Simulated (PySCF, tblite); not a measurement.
**C₇H₁₁NOSi: geometry, infrared bands and NMR shifts**

Aim: predict the infrared bands and NMR shifts of C₇H₁₁NOSi (`C=C1C[C@](C#N)(OCC)[SiH2]1`).

Programs: tblite 0.8.0 and PySCF 2.14.0, with density-fitted response routines of our own. Each step states its level of theory. These are calculated values for one molecule in the gas phase, unless marked as measured. Atoms count from 0, in the outputs and in this text.

## 1. The starting structure

21 atoms, charge 0, multiplicity 1; geometry from: force field or distance geometry start.

Bonds of the start (Å): C0–C1 1.34, C1–C2 1.48, C2–C3 1.50, C3–C4 1.44, C4–N5 1.16, C3–O6 1.40, O6–C7 1.40, C7–C8 1.51, C3–Si9 1.85, Si9–C1 1.81, C0–H10 1.08, C0–H11 1.09, C2–H12 1.10, C2–H13 1.13, C7–H14 1.11, C7–H15 1.10, C8–H16 1.09, C8–H17 1.13, C8–H18 1.13, Si9–H19 1.47, Si9–H20 1.47.

## 2. Optimising the geometry with GFN2-xTB

What the job is given:

```
{"job": {"kind": "relax", "xc": "GFN2-xTB", "basis": "xTB"}, "charge": 0, "multiplicity": 1}
C      3.060600    -1.179500    -0.311700
C      2.095400    -0.247800    -0.298200
C      1.648900     0.729800     0.718600
C      0.212500     0.709000     0.286600
C     -0.466500     1.963700     0.484600
N     -1.000000     2.986600     0.615300
O     -0.563900    -0.382300     0.689500
C     -1.829200    -0.120900     0.154000
C     -2.823700    -1.211300     0.480100
Si     0.813100     0.356600    -1.426900
H      3.655100    -1.271400     0.587600
H      3.227700    -1.823500    -1.179000
H      1.869200     0.499500     1.776400
H      2.089600     1.732600     0.459200
H     -2.156400     0.851600     0.588400
H     -1.737800    -0.086500    -0.942700
H     -2.646300    -2.146900    -0.048900
H     -3.831900    -0.830100     0.151100
H     -2.897100    -1.331800     1.602500
H      1.160100     1.531700    -2.240500
H      0.111600    -0.712300    -2.146600
```

The run is started by

```sh
OMP_NUM_THREADS=1 python probes_run.py task.json out
```

This one command runs all jobs of the session in turn.

**Question.** This job is followed by: GFN2-xTB harmonic vibrations, gas phase; GIAO PBE0/pcSseg-1 NMR shielding, non-relativistic, gas phase. Predict these results of the whole session: strongest single infrared mode (GFN2-xTB); zero-point energy (GFN2-xTB); ¹³C shifts against TMS (PBE0/pcSseg-1); ¹H shifts against TMS (PBE0/pcSseg-1, means over atoms taken as alike); ¹⁵N shifts against NH3 (PBE0/pcSseg-1); ¹⁷O shifts against H2O (PBE0/pcSseg-1); ²⁹Si shifts against TMS (PBE0/pcSseg-1).

The runs gave:

```
                                                              quantity                                                     value
                             strongest single infrared mode (GFN2-xTB)                                     2296 cm⁻¹, 339 km/mol
                                          zero-point energy (GFN2-xTB)                                             99.7 kcal/mol
                                ¹³C shifts against TMS (PBE0/pcSseg-1)           149.0, 140.3, 124.9, 67.9, 65.6, 51.8, 17.9 ppm
¹H shifts against TMS (PBE0/pcSseg-1, means over atoms taken as alike)  6.36, 6.10, 5.20, 5.08, 4.06, 3.70, 3.50, 3.09, 1.37 ppm
                                ¹⁵N shifts against NH3 (PBE0/pcSseg-1)                                                 317.2 ppm
                                ¹⁷O shifts against H2O (PBE0/pcSseg-1)                                                  65.7 ppm
                               ²⁹Si shifts against TMS (PBE0/pcSseg-1)                                                 -27.9 ppm
```

**Reading.** Relaxing lowered the energy by 0.997 eV in 160 steps; the close pair that moved most is C3–Si9, from 1.850 to 1.968 Å. No mode is imaginary among the 57: a minimum at this level. The strongest single mode, at 2296 cm⁻¹, moves mainly H20. GFN2-xTB is a fitted tight-binding method: band positions and strengths are rough. Its intensities can rank the bands wrongly. The most deshielded carbon is C1 (fully substituted alkene carbon), at 149.0 ppm: as expected for a trigonal carbon in a double bond. At PBE0/pcSseg-1: The largest span, 464 ppm, is at N5, where the paramagnetic term is -391 ppm.
